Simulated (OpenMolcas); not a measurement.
# Rh⁴⁺ among point charges: CASSCF and CASPT2 levels and susceptibility

Aim: the splitting of the states of Rh⁴⁺ in the field of 6 point charges, its lowest levels with spin-orbit coupling and its magnetic susceptibility.

The numbers are computed with OpenMolcas 26.06 (state-averaged CASSCF and CASPT2, spin-orbit coupling by RASSI with atomic mean-field integrals), except any that are marked as measured or tabulated.

**1. The atom as given**

- Species: Rh⁴⁺ (rhodium, Z = 45, 41 electrons)
- Basis: ANO-RCC-VDZP [6s5p3d1f], 43 functions
- Scalar Hamiltonian: DKH2, point nucleus
- Inactive shells: 1s 2s 2p 3s 3p 3d 4s 4p
- Active space: 5 electrons in 5 orbitals (4d)
- Some configurations of this space: 4d5
- Orbitals: optimised for each spin and parity, averaged over all roots

Outer shells as boxes (Hund's rule):

4d5
```
4d [↑ ][↑ ][↑ ][↑ ][↑ ]
```

The ion sits among 6 point charges of -1.7 e arranged as a tetragonal octahedron (D4h), 1.89 Å from the ion, with the axial distance 2.306 Å.

Each step is its own input file, run in one work folder so that later steps find the files of earlier ones. Labels, J, g values, rates, χT and fits are worked out afterwards by a script from the matrices that RASSI stores. The input lists half of the charges; inversion (Group=XYZ) makes the rest.

**2. GATEWAY and SEWARD: basis and integrals**

a.inp

```
&GATEWAY
Coord
1

Rh 0.0 0.0 0.0
Basis=ANO-RCC-VDZP
Group=XYZ
NoMove
AngMom=0.0 0.0 0.0
AMFI
XField
3 Angstrom 0
1.890000 0.000000 0.000000 -1.700000
0.000000 1.890000 0.000000 -1.700000
0.000000 0.000000 2.305800 -1.700000
&SEWARD
```

Run with:

```console
$ OMP_NUM_THREADS=1 MOLCAS_MEM=1689 MOLCAS_PROJECT=a pymolcas a.inp > a.log
```

**3. CASSCF: sextets of even parity, 1 root**

a.inp

```
&RASSCF
FileOrb=start.orb
Symmetry=1
Spin=6
nActEl=5 0 0
Inactive=9 9
Ras2=5 0
CIRoot=1 1 1
SDav=1
CIMx=300
Iter=120 100
PrWF=0.3
OrbListing=Nothing
MaxOrb=0
>>> COPY $Project.JobIph JOB001
```

start.orb holds the contracted functions of the basis, ordered by shell, or the orbitals of the step before.

**4. CASSCF: quartets of even parity, 24 roots**

a.inp

```
&RASSCF
FileOrb=start.orb
Symmetry=1
Spin=4
nActEl=5 0 0
Inactive=9 9
Ras2=5 0
CIRoot=24 24 1
SDav=24
CIMx=300
Iter=120 100
PrWF=0.3
OrbListing=Nothing
MaxOrb=0
>>> COPY $Project.JobIph JOB002
```

**5. Reference wave functions, doublets of even parity, 75 roots**

a.inp

```
&RASSCF
FileOrb=start.orb
Symmetry=1
Spin=2
nActEl=5 0 0
Inactive=9 9
Ras2=5 0
CIRoot=75 75 1
SDav=75
CIMx=300
Iter=120 100
PrWF=0.3
OrbListing=Nothing
MaxOrb=0
>>> COPY $Project.JobIph JOB003
```

**6. State interaction with spin-orbit coupling**

a.inp

```
&RASSI
NrOfJobIphs=3 1 24 75
1
1 2 3 4 5 6 7 8 9 10 11 12 13 14 15 16 17 18 19 20 21 22 23 24
1 2 3 4 5 6 7 8 9 10 11 12 13 14 15 16 17 18 19 20 21 22 23 24 25 26 27
28 29 30 31 32 33 34 35 36 37 38 39 40 41 42 43 44 45 46 47 48 49 50 51
52 53 54 55 56 57 58 59 60 61 62 63 64 65 66 67 68 69 70 71 72 73 74 75
IphNames
JOB001
JOB002
JOB003
EJob
SpinOrbit
DIPRint=1.0
SOCoupling=1000.0
Subsets=2
Property=9
'ANGMOM' 1 'ANGMOM' 2 'ANGMOM' 3 'MLTPL  1' 1 'MLTPL  1' 2 'MLTPL  1' 3
'AMFI' 1 'AMFI' 2 'AMFI' 3
SOProperty=3
'ANGMOM' 1 'ANGMOM' 2 'ANGMOM' 3
```

**7. CASPT2: IPEA 0.25, imaginary shift 0.1 (closed shells correlated: 4s 4p)**

a.inp

```
>>> COPY JOB001 $Project.JobIph
&CASPT2
Multistate=1 1
Frozen=8 6
IPEA=0.25
Imaginary=0.1
MaxIter=60
WThr=0.0 0.3 0.05
PrWF=0.5
NoMix
>>> COPY JOB002 $Project.JobIph
&CASPT2
Multistate=24 1 2 3 4 5 6 7 8 9 10 11 12 13 14 15 16 17 18 19 20 21 22
23 24
NoMult
Frozen=8 6
IPEA=0.25
Imaginary=0.1
MaxIter=60
WThr=0.0 0.3 0.05
PrWF=0.5
NoMix
>>> COPY JOB003 $Project.JobIph
&CASPT2
Multistate=75 1 2 3 4 5 6 7 8 9 10 11 12 13 14 15 16 17 18 19 20 21 22
23 24 25 26 27 28 29 30 31 32 33 34 35 36 37 38 39 40 41 42 43 44 45 46
47 48 49 50 51 52 53 54 55 56 57 58 59 60 61 62 63 64 65 66 67 68 69 70
71 72 73 74 75
NoMult
Frozen=8 6
IPEA=0.25
Imaginary=0.1
MaxIter=60
WThr=0.0 0.3 0.05
PrWF=0.5
NoMix
```

(Steps that only read results are left out.)

Q: Predict the outcome of this session. Wanted: spin-free ground state; lowest level; next level.

The runs gave:

| quantity | value |
| --- | --- |
| method | SS-CASPT2, IPEA 0.25, imaginary shift 0.1 (closed shells correlated: 4s 4p) |
| spin-free ground state | 6A1, 1-fold in its orbital part |
| lowest level | 2-fold E1/2, g = 2.00, 5.99, 5.99 |
| next level | 4.2 cm⁻¹ |
| χT at 300 K | 4.36 cm³ K/mol |
| effective moment at 300 K | 5.91 μB |

Cost by method:

| method | time of its own steps | time with the reference |
| --- | --- | --- |
| A. CASSCF | 23 s | 23 s |
| B. SS-CASPT2, IPEA 0.25, imaginary shift 0.1, +4s 4p | 7 s | 30 s |

Times are of one thread on a shared host.

In words: The spin-free ground state (6A1) comes to 100 % from free-ion S terms and keeps the highest spin of the shell. χT at 300 K is 4.36, against 4.39 cm³ K/mol for the spin alone, as a half-filled shell (L = 0) has no orbital moment. An active space of the d shell alone favours high spin; real ions in strong fields can be low spin. The field of point charges can differ much from that of real complexes. With metal d orbitals alone active, the gaps between spin states are rough; where two lie within a few thousand cm-1, their order is open. Point charges carry no covalency, so the field is a model and not that of real ligands.
